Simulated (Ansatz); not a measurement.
# CH4N2Si: the cost of one run

All numbers below are computed with Ansatz 0.2.0 (RKS PBE-D4/def2-SVP).

## 1. The starting structure

Bond lengths: C1–N2 1.234 Å, N2–Si3 1.724 Å, C1–N4 1.382 Å, Si3–N4 1.590 Å, C1–H5 1.116 Å, Si3–H6 1.467 Å, Si3–H7 1.501 Å, N4–H8 1.037 Å. Angles: C1–N2–Si3 92.4°, N2–C1–N4 99.7°, N2–C1–H5 141.1°, N4–C1–H5 119.1°, N2–Si3–N4 74.2°, N2–Si3–H6 113.4°, N2–Si3–H7 112.2°, N4–Si3–H6 113.6°, N4–Si3–H7 112.1°, H6–Si3–H7 121.8°, C1–N4–Si3 93.1°, C1–N4–H8 111.2°, Si3–N4–H8 114.3°.

As a file:

```xyz
8

C     0.2718   -0.6899   -0.9598
N     1.1541   -0.6162   -0.0997
Si    0.2482    0.5121    0.8377
N    -0.5936    0.2800   -0.4909
H     0.0275   -1.2225   -1.9100
H    -0.3648   -0.0805    2.0309
H     0.8914    1.8681    0.8684
H    -1.5425   -0.1082   -0.3323
```

## 2. End point A

The input, input.yaml:

```yaml
crystal:
  periodic: [false, false, false]
  atoms:
    - { symbol: C, position_ang: [0.2718, -0.6899, -0.9598] }
    - { symbol: "N", position_ang: [1.1541, -0.6162, -0.0997] }
    - { symbol: Si, position_ang: [0.2482, 0.5121, 0.8377] }
    - { symbol: "N", position_ang: [-0.5936, 0.28, -0.4909] }
    - { symbol: H, position_ang: [0.0275, -1.2225, -1.91] }
    - { symbol: H, position_ang: [-0.3648, -0.0805, 2.0309] }
    - { symbol: H, position_ang: [0.8914, 1.8681, 0.8684] }
    - { symbol: H, position_ang: [-1.5425, -0.1082, -0.3323] }
basis:
  gaussian: { orbitals: def2-SVP }
hamiltonian:
  xc: pbe
  dispersion: d4
relax:
  f_tol: 0.02
  max_steps: 50
```

Command:

```
ansatz run input.yaml --threads 1 --pin off --max-ram 2048MiB --backend cpu --events-out ev --progress --plain --runs-dir out
```

**Question.** How long does this run take on 1 thread of Intel Xeon 6975P-C (Granite Rapids), shared host, and how much memory does it need?

About 15 s, with a peak of 0.13 GiB.
